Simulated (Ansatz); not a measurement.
# BrH3O3Ti: one molecule under many settings

Aim: run BrH3O3Ti under a spread of inputs, and see what each costs and gives.

Computed with Ansatz 0.2.0, Gaussian basis. Level: the settings change from run to run.

## Step 1: The molecule

The geometry comes from an earlier relaxation with PBE0-D4 in a triple-zeta def2 set; it is a stationary point, not always the lowest conformer.

SMILES `[OH][Ti]([OH])([OH])[Br]`, 8 atoms, charge 0, spin multiplicity 1.

Atoms are counted from 1 here; the program's logs count them from 0.

Bond lengths: O1–Ti2 1.777 Å, O1–H6 0.958 Å, Ti2–O3 1.784 Å, Ti2–O4 1.778 Å, Ti2–Br5 2.380 Å, O3–H7 0.959 Å, O4–H8 0.957 Å. Angles: Ti2–O1–H6 135.0°, O1–Ti2–O3 108.6°, O1–Ti2–O4 111.8°, O1–Ti2–Br5 108.1°, O3–Ti2–O4 109.5°, O3–Ti2–Br5 110.9°, O4–Ti2–Br5 108.0°, Ti2–O3–H7 129.4°, Ti2–O4–H8 136.8°.

## Step 2: RPBE/6-31G

This run has D4 dispersion.

in.yaml

```yaml
crystal:
  periodic: [false, false, false]
  atoms:
    - {symbol: O, position_ang: [-0.829584, 1.066301, 1.036443]}
    - {symbol: Ti, position_ang: [0.124357, 0.130511, -0.135574]}
    - {symbol: O, position_ang: [1.797734, -0.003671, 0.469316]}
    - {symbol: O, position_ang: [-0.547926, -1.496795, -0.384412]}
    - {symbol: Br, position_ang: [0.066613, 1.276529, -2.221217]}
    - {symbol: H, position_ang: [-1.588031, 1.648977, 0.980994]}
    - {symbol: H, position_ang: [2.427111, -0.720289, 0.365881]}
    - {symbol: H, position_ang: [-1.357974, -1.958565, -0.167131]}
basis:
  gaussian: {orbitals: 6-31G}
hamiltonian: {xc: {name: RPBE}, dispersion: d4}
output: {forces: true}
```

Run with:

```
$ ansatz run in.yaml --threads 4 --pin off --events-out ev --progress --plain --max-ram 11315MiB
```

The log of the run, cut to the lines that bear on the results:

```text
Functional definition: RPBE
  name "RPBE"
  cite "Hammer, Hansen & Nørskov, Phys. Rev. B 59, 7413 (1999) doi:10.1103/PhysRevB.59.7413"
  cite "Perdew, Burke & Ernzerhof, Phys. Rev. Lett. 77, 3865 (1996) doi:10.1103/PhysRevLett.77.3865"
[...]
1191 factors; their error is unknown
[...]
mean field -99338.73347443 eV, -3650.6311209732 hartree, gradient 3.1e-5 eV, S^2 0.000000; 0 other end points of the search recorded, 0 dependent functions left out
[...]
reference -99338.73355272 eV, -3650.6311238504 hartree; 42, 42 occupied and 49, 49 virtual orbitals, 1191 factors
Total energy: -99339.32330597 eV, -3650.6527968826 hartree
Atom 0 at    -0.829584     1.066301     1.036443 Å, force     0.234297    -0.173115     0.248620 eV/Å
Atom 1 at     0.124357     0.130511    -0.135574 Å, force     0.224844     0.130991    -0.114473 eV/Å
Atom 2 at     1.797734    -0.003671     0.469316 Å, force    -0.042046     0.532606     0.215473 eV/Å
Atom 3 at    -0.547926    -1.496795    -0.384412 Å, force     0.356857    -0.030471    -0.225067 eV/Å
Atom 4 at     0.066613     1.276529    -2.221217 Å, force    -0.031554     0.272043    -0.468158 eV/Å
Atom 5 at    -1.588031     1.648977     0.980994 Å, force    -0.835153     0.701588     0.188976 eV/Å
Atom 6 at     2.427111    -0.720289     0.365881 Å, force     0.887389    -0.723889     0.003912 eV/Å
Atom 7 at    -1.357974    -1.958565    -0.167131 Å, force    -0.794634    -0.709753     0.150717 eV/Å
Dipole moment:    -0.402671    -0.464596     0.386175 e Å
```

Wall time 0.85 s (4 threads of AMD EPYC 9R14, shared host).

Largest force 1.145 eV/Å, dipole 3.49 D.

## Step 3: B2PLYP/6-31G*

in.yaml, as its differences from that of step 2:

```diff
@@ -12,4 +12,3 @@
 basis:
-  gaussian: {orbitals: 6-31G}
-hamiltonian: {xc: {name: RPBE}, dispersion: d4}
-output: {forces: true}
+  gaussian: {orbitals: "6-31G*"}
+hamiltonian: {xc: {name: B2PLYP}}
```

The command is unchanged.

The log of the run, cut to the lines that bear on the results:

```text
Functional definition: B2PLYP
  name "B2PLYP"
  cite "Grimme, J. Chem. Phys. 124, 034108 (2006) doi:10.1063/1.2148954"
  cite "Becke, Phys. Rev. A 38, 3098 (1988) doi:10.1103/PhysRevA.38.3098"
  cite "Lee, Yang & Parr, Phys. Rev. B 37, 785 (1988) doi:10.1103/PhysRevB.37.785"
[...]
1169 factors; integrals over basis functions are off by at most 1.0e-3 eV
[...]
mean field -99315.73104559 eV, -3649.7857973052 hartree, gradient 1.3e-6 eV, S^2 0.000000; 0 other end points of the search recorded, 0 dependent functions left out
17 core orbitals not correlated: weight in the atoms' cores, before any rotation towards them, 1.000 or more for the frozen orbitals, at most 0.000 for the correlated occupied ones
reference -99315.73124624 eV, -3649.7858046789 hartree; 25, 25 occupied and 80, 80 virtual orbitals, 1169 factors
second order -39.24056901 eV of doubles, -0.00000000 eV of singles
Total energy: -99326.32619987 eV, -3650.1751620434 hartree
```

Wall time 2.8 s (4 threads of AMD EPYC 9R14, shared host); peak memory 0.42 GiB.

## Step 4: wB97/6-31G*

Options: coordinates scaled by 1.05, high accuracy.

in.yaml

```yaml
crystal:
  periodic: [false, false, false]
  atoms:
    - {symbol: O, position_ang: [-0.871063, 1.119616, 1.088265]}
    - {symbol: Ti, position_ang: [0.130575, 0.137037, -0.142353]}
    - {symbol: O, position_ang: [1.887621, -0.003854, 0.492782]}
    - {symbol: O, position_ang: [-0.575322, -1.571635, -0.403632]}
    - {symbol: Br, position_ang: [0.069943, 1.340356, -2.332277]}
    - {symbol: H, position_ang: [-1.667432, 1.731426, 1.030044]}
    - {symbol: H, position_ang: [2.548467, -0.756303, 0.384175]}
    - {symbol: H, position_ang: [-1.425872, -2.056493, -0.175488]}
basis:
  gaussian: {orbitals: "6-31G*"}
hamiltonian: {xc: {name: wB97}}
accuracy: high
output: {forces: true}
```

The command is unchanged.

The log of the run, cut to the lines that bear on the results:

```text
Functional definition: wB97
  name "wB97"
  cite "Chai & Head-Gordon, J. Chem. Phys. 128, 084106 (2008) doi:10.1063/1.2834918"
  cite "Becke, J. Chem. Phys. 107, 8554 (1997) doi:10.1063/1.475007"
[...]
  # The coefficients of nought are those of the uniform gas.
[...]
      + integral(e_c_pw_opposite_spin*poly(b97_u_opposite, 1, cos1, cos2, cos3, cos4))
2474 factors; integrals over basis functions are off by at most 1.8e-8 eV
612 factors; integrals over basis functions are off by at most 2.1e-9 eV
[...]
mean field -99350.09713262 eV, -3651.0487277094 hartree, gradient 4.2e-8 eV, S^2 0.000000; 0 other end points of the search recorded, 0 dependent functions left out
[...]
reference -99350.09713075 eV, -3651.0487276406 hartree; 42, 42 occupied and 80, 80 virtual orbitals, 2474 factors
Total energy: -99350.09713075 eV, -3651.0487276406 hartree
Atom 0 at    -0.871063     1.119616     1.088265 Å, force     0.153896    -0.369437    -1.775888 eV/Å
Atom 1 at     0.130575     0.137037    -0.142353 Å, force    -0.170064    -0.779303     1.233650 eV/Å
Atom 2 at     1.887621    -0.003854     0.492782 Å, force    -1.330027    -0.972506    -1.015814 eV/Å
Atom 3 at    -0.575322    -1.571635    -0.403632 Å, force    -0.352593     1.564354     0.676835 eV/Å
Atom 4 at     0.069943     1.340356    -2.332277 Å, force     0.023097    -0.652283     1.215461 eV/Å
Atom 5 at    -1.667432     1.731426     1.030044 Å, force     1.502004    -1.181196    -0.092153 eV/Å
Atom 6 at     2.548467    -0.756303     0.384175 Å, force    -1.382092     1.304815     0.096338 eV/Å
Atom 7 at    -1.425872    -2.056493    -0.175488 Å, force     1.555779     1.085556    -0.338429 eV/Å
Dipole moment:    -0.367833    -0.466662     0.428814 e Å
```

Run time: 13 s. Hardware: 4 threads of AMD EPYC 9R14, shared host; peak memory 0.81 GiB.

Largest force 1.936 eV/Å, dipole 3.52 D.

## Step 5: HSE06/STO-3G

Set apart from the defaults: finite nuclei, D4 dispersion.

in.yaml

```yaml
crystal:
  periodic: [false, false, false]
  atoms:
    - {symbol: O, position_ang: [-0.829584, 1.066301, 1.036443]}
    - {symbol: Ti, position_ang: [0.124357, 0.130511, -0.135574]}
    - {symbol: O, position_ang: [1.797734, -0.003671, 0.469316]}
    - {symbol: O, position_ang: [-0.547926, -1.496795, -0.384412]}
    - {symbol: Br, position_ang: [0.066613, 1.276529, -2.221217]}
    - {symbol: H, position_ang: [-1.588031, 1.648977, 0.980994]}
    - {symbol: H, position_ang: [2.427111, -0.720289, 0.365881]}
    - {symbol: H, position_ang: [-1.357974, -1.958565, -0.167131]}
basis:
  gaussian: {orbitals: STO-3G, nuclear_model: gaussian}
hamiltonian: {xc: {name: HSE06}, dispersion: d4}
```

Launched as before.

The log of the run, cut to the lines that bear on the results:

```text
Functional definition: HSE06
  name "HSE06"
  cite "Heyd, Scuseria & Ernzerhof, J. Chem. Phys. 118, 8207 (2003) doi:10.1063/1.1564060"
  cite "Krukau, Vydrov, Izmaylov & Scuseria, J. Chem. Phys. 125, 224106 (2006) doi:10.1063/1.2404663"
  cite "Heyd & Scuseria, J. Chem. Phys. 120, 7274 (2004) doi:10.1063/1.1668634"
  cite "Ernzerhof & Perdew, J. Chem. Phys. 109, 3313 (1998) doi:10.1063/1.476928"
  cite "Perdew, Burke & Ernzerhof, Phys. Rev. Lett. 77, 3865 (1996) doi:10.1103/PhysRevLett.77.3865"
  parent pbe
[...]
  # The whole range is PBE's own exchange, as in plane waves. The composition of these papers is wPBEh.
[...]
681 factors; integrals over basis functions are off by at most 1.8e-4 eV
83 factors; integrals over basis functions are off by at most 1.8e-7 eV
[...]
mean field -98253.67338569 eV, -3610.7558981923 hartree, gradient 6.0e-5 eV, S^2 0.000000; 0 other end points of the search recorded, 0 dependent functions left out
reference -98253.67341116 eV, -3610.7558991284 hartree; 42, 42 occupied and 12, 12 virtual orbitals, 681 factors
Total energy: -98253.83367206 eV, -3610.7617886078 hartree
```

It took 0.6 s on 4 threads of AMD EPYC 9R14, shared host.

## Step 6: PBE0/STO-3G

Set apart from the defaults: D3(BJ) dispersion.

in.yaml, as its differences from that of step 5:

```diff
@@ -12,3 +12,4 @@
 basis:
-  gaussian: {orbitals: STO-3G, nuclear_model: gaussian}
-hamiltonian: {xc: {name: HSE06}, dispersion: d4}
+  gaussian: {orbitals: STO-3G}
+hamiltonian: {xc: {name: PBE0}, dispersion: d3bj}
+output: {forces: true}
```

Same command.

The log of the run, cut to the lines that bear on the results:

```text
Functional definition: PBE0
  name "PBE0"
  cite "Adamo & Barone, J. Chem. Phys. 110, 6158 (1999) doi:10.1063/1.478522"
  cite "Perdew, Burke & Ernzerhof, Phys. Rev. Lett. 77, 3865 (1996) doi:10.1103/PhysRevLett.77.3865"
  parent pbe
[...]
681 factors; integrals over basis functions are off by at most 1.8e-4 eV
[...]
mean field -98254.42367537 eV, -3610.7834708293 hartree, gradient 4.5e-5 eV, S^2 0.000000; 0 other end points of the search recorded, 0 dependent functions left out
[...]
reference -98254.42369448 eV, -3610.7834715319 hartree; 42, 42 occupied and 12, 12 virtual orbitals, 681 factors
Total energy: -98254.58772949 eV, -3610.7894997070 hartree
Atom 0 at    -0.829584     1.066301     1.036443 Å, force     3.013055    -2.294009    -0.821265 eV/Å
Atom 1 at     0.124357     0.130511    -0.135574 Å, force    -0.468071    -0.229183    -0.171863 eV/Å
Atom 2 at     1.797734    -0.003671     0.469316 Å, force    -2.930984     2.120737    -0.088842 eV/Å
Atom 3 at    -0.547926    -1.496795    -0.384412 Å, force     2.830839     2.831073    -0.420072 eV/Å
Atom 4 at     0.066613     1.276529    -2.221217 Å, force     0.081222    -0.716375     1.221137 eV/Å
Atom 5 at    -1.588031     1.648977     0.980994 Å, force    -2.072521     1.546682    -0.072807 eV/Å
Atom 6 at     2.427111    -0.720289     0.365881 Å, force     1.747094    -1.953560    -0.245963 eV/Å
Atom 7 at    -1.357974    -1.958565    -0.167131 Å, force    -2.200634    -1.305366     0.599674 eV/Å
Dipole moment:    -0.289848    -0.410165     0.418405 e Å
```

Wall time 0.76 s (4 threads of AMD EPYC 9R14, shared host).

Largest force 4.026 eV/Å, dipole 3.14 D.

## Step 7: B3LYP/6-31G*

in.yaml, as its differences from that of step 6:

```diff
@@ -12,4 +12,4 @@
 basis:
-  gaussian: {orbitals: STO-3G}
-hamiltonian: {xc: {name: PBE0}, dispersion: d3bj}
+  gaussian: {orbitals: "6-31G*"}
+hamiltonian: {xc: {name: B3LYP}}
 output: {forces: true}
```

Same command.

The log of the run, cut to the lines that bear on the results:

```text
Functional definition: B3LYP
  name "B3LYP"
  cite "Stephens, Devlin, Chabalowski & Frisch, J. Phys. Chem. 98, 11623 (1994) doi:10.1021/j100096a001"
  cite "Becke, Phys. Rev. A 38, 3098 (1988) doi:10.1103/PhysRevA.38.3098"
  cite "Lee, Yang & Parr, Phys. Rev. B 37, 785 (1988) doi:10.1103/PhysRevB.37.785"
  cite "Vosko, Wilk & Nusair, Can. J. Phys. 58, 1200 (1980) doi:10.1139/p80-159"
[...]
1169 factors; integrals over basis functions are off by at most 1.0e-3 eV
[...]
mean field -99348.83578683 eV, -3651.0023741063 hartree, gradient 4.3e-5 eV, S^2 0.000000; 0 other end points of the search recorded, 0 dependent functions left out
[...]
reference -99348.83610853 eV, -3651.0023859288 hartree; 42, 42 occupied and 80, 80 virtual orbitals, 1169 factors
Total energy: -99348.83610853 eV, -3651.0023859288 hartree
Atom 0 at    -0.829584     1.066301     1.036443 Å, force     0.391845    -0.286484     0.089759 eV/Å
Atom 1 at     0.124357     0.130511    -0.135574 Å, force    -0.029241    -0.176616     0.225611 eV/Å
Atom 2 at     1.797734    -0.003671     0.469316 Å, force    -0.271206     0.412181     0.104009 eV/Å
Atom 3 at    -0.547926    -1.496795    -0.384412 Å, force     0.433780     0.185046    -0.143460 eV/Å
Atom 4 at     0.066613     1.276529    -2.221217 Å, force    -0.010479     0.158484    -0.266763 eV/Å
Atom 5 at    -1.588031     1.648977     0.980994 Å, force    -0.376755     0.292290    -0.067910 eV/Å
Atom 6 at     2.427111    -0.720289     0.365881 Å, force     0.275842    -0.383914    -0.076523 eV/Å
Atom 7 at    -1.357974    -1.958565    -0.167131 Å, force    -0.413786    -0.200987     0.135277 eV/Å
Dipole moment:    -0.354925    -0.424970     0.366051 e Å
```

Run time: 1.9 s. Hardware: 4 threads of AMD EPYC 9R14, shared host; peak memory 0.33 GiB.

Largest force 0.504 eV/Å, dipole 3.19 D.

## Step 8: SPW92/aug-pcseg-2

This run has a point charge of 0.50 e beside it, high accuracy.

in.yaml, as its differences from that of step 7:

```diff
@@ -12,4 +12,5 @@
 basis:
-  gaussian: {orbitals: "6-31G*"}
-hamiltonian: {xc: {name: B3LYP}}
+  gaussian: {orbitals: aug-pcseg-2, point_charges: [{charge: 0.50, position_ang: [6.484, -0.061, -0.280]}]}
+hamiltonian: {xc: {name: SPW92}}
+accuracy: high
 output: {forces: true}
```

Same command.

The log of the run, cut to the lines that bear on the results:

```text
Functional definition: SPW92
  name "SPW92"
  cite "Dirac, Proc. Camb. Phil. Soc. 26, 376 (1930) doi:10.1017/S0305004100016108"
  cite "Slater, Phys. Rev. 81, 385 (1951) doi:10.1103/PhysRev.81.385"
  cite "Perdew & Wang, Phys. Rev. B 45, 13244 (1992) doi:10.1103/PhysRevB.45.13244"
[...]
5367 factors; integrals over basis functions are off by at most 4.7e-9 eV
[...]
mean field -99167.82393302 eV, -3644.3503111732 hartree, gradient 9.8e-8 eV, S^2 0.000000; 0 other end points of the search recorded, 0 dependent functions left out
[...]
reference -99167.82393940 eV, -3644.3503114075 hartree; 42, 42 occupied and 305, 305 virtual orbitals, 5367 factors
Total energy: -99167.82393940 eV, -3644.3503114075 hartree
Atom 0 at    -0.829584     1.066301     1.036443 Å, force     0.658478    -0.473685    -0.123151 eV/Å
Atom 1 at     0.124357     0.130511    -0.135574 Å, force    -0.445280     0.126737    -0.275267 eV/Å
Atom 2 at     1.797734    -0.003671     0.469316 Å, force    -0.032441     0.426183     0.114967 eV/Å
Atom 3 at    -0.547926    -1.496795    -0.384412 Å, force     0.621335     0.488953    -0.122122 eV/Å
Atom 4 at     0.066613     1.276529    -2.221217 Å, force     0.041742    -0.175444     0.308125 eV/Å
Atom 5 at    -1.588031     1.648977     0.980994 Å, force    -0.538788     0.395854    -0.001272 eV/Å
Atom 6 at     2.427111    -0.720289     0.365881 Å, force     0.246510    -0.472925    -0.034479 eV/Å
Atom 7 at    -1.357974    -1.958565    -0.167131 Å, force    -0.556745    -0.346789     0.139602 eV/Å
Dipole moment:    -0.448994    -0.347805     0.283848 e Å
```

It took 25 s on 4 threads of AMD EPYC 9R14, shared host; peak memory 3.9 GiB.

Largest force 0.820 eV/Å, dipole 3.05 D.

## Step 9: HF/def2-mTZVP

Set apart from the defaults: charge -1, multiplicity 2, a grid of angular degree 11, the search for lower states set to full.

in.yaml, as its differences from that of step 8:

```diff
@@ -12,5 +12,7 @@
 basis:
-  gaussian: {orbitals: aug-pcseg-2, point_charges: [{charge: 0.50, position_ang: [6.484, -0.061, -0.280]}]}
-hamiltonian: {xc: {name: SPW92}}
-accuracy: high
+  gaussian: {orbitals: def2-mTZVP, final_grid: {core_spheres: 5, valence_spheres: 4, degree: 11}}
+total_charge: -1
+magnetization: {spin_polarized: true, initial_magnetization: 1}
+hamiltonian: {xc: {name: HF}}
+scf: {lower_state_search: full}
 output: {forces: true}
```

Same command.

The log of the run, cut to the lines that bear on the results:

```text
Functional definition: HF
  name "HF"
  cite "Fock, Z. Phys. 61, 126 (1930) doi:10.1007/BF01340294"
  parent pbe
[...]
1399 factors; integrals over basis functions are off by at most 1.1e-3 eV
[...]
mean field -99253.18254222 eV, -3647.4871822033 hartree, gradient 6.5e-6 eV, S^2 0.752629; 7 other end points of the search recorded, 0 dependent functions left out
[...]
reference -99253.18254222 eV, -3647.4871822033 hartree; 43, 42 occupied and 107, 108 virtual orbitals, 1399 factors
Total energy: -99253.18254222 eV, -3647.4871822033 hartree
Atom 0 at    -0.829584     1.066301     1.036443 Å, force    -3.348043     2.624870     2.946947 eV/Å
Atom 1 at     0.124357     0.130511    -0.135574 Å, force     1.000623     0.464765    -1.042744 eV/Å
Atom 2 at     1.797734    -0.003671     0.469316 Å, force     4.316311    -0.863096     1.131041 eV/Å
Atom 3 at    -0.547926    -1.496795    -0.384412 Å, force    -2.913366    -4.431945    -0.082367 eV/Å
Atom 4 at     0.066613     1.276529    -2.221217 Å, force    -0.065878     1.461736    -2.568554 eV/Å
Atom 5 at    -1.588031     1.648977     0.980994 Å, force     0.833039    -0.538375    -0.078357 eV/Å
Atom 6 at     2.427111    -0.720289     0.365881 Å, force    -0.722756     0.788464     0.056998 eV/Å
Atom 7 at    -1.357974    -1.958565    -0.167131 Å, force     0.900069     0.493582    -0.362964 eV/Å
Dipole moment:    -0.286833    -0.147895    -0.110943 e Å
```

It took 20 s on 4 threads of AMD EPYC 9R14, shared host; peak memory 0.74 GiB.

Largest force 5.304 eV/Å, ⟨S²⟩ 0.753.

## Step 10: All runs side by side

```tsv
level	charge	multiplicity	geometry	functions	energy (eV)	time
RPBE/6-31G	0	1	relaxed	91	-99339.323	0.85 s
B2PLYP/6-31G*	0	1	relaxed	122	-99326.326	2.8 s
wB97/6-31G*	0	1	scaled	122	-99350.097	13 s
HSE06/STO-3G	0	1	relaxed	54	-98253.834	0.6 s
PBE0/STO-3G	0	1	relaxed	54	-98254.588	0.76 s
B3LYP/6-31G*	0	1	relaxed	122	-99348.836	1.9 s
SPW92/aug-pcseg-2	0	1	relaxed, point charge	347	-99167.824	25 s
HF/def2-mTZVP	-1	2	relaxed	150	-99253.183	20 s
```

## Step 11: What came out

```
                                         quantity                    value
                                             runs                        8
                                         quickest      HSE06/STO-3G, 0.6 s
                                          slowest  SPW92/aug-pcseg-2, 25 s
spread of total energies, same state and geometry                1095.0 eV
                  dipole, same state and geometry           3.14 to 3.49 D
```

What this shows: Run time spans a factor of 41, from HSE06/STO-3G to SPW92/aug-pcseg-2. The jobs differ in tasks and options as well as level. The totals spread over 1095 eV; they can't be compared across methods or bases. At the PBE0-D4/def2-TZVP geometry and in the same state, the sound runs without point charges leave forces up to 4.03 eV/Å (PBE0/STO-3G). At that geometry and state the dipole changes by 11 % between the lowest and highest value.
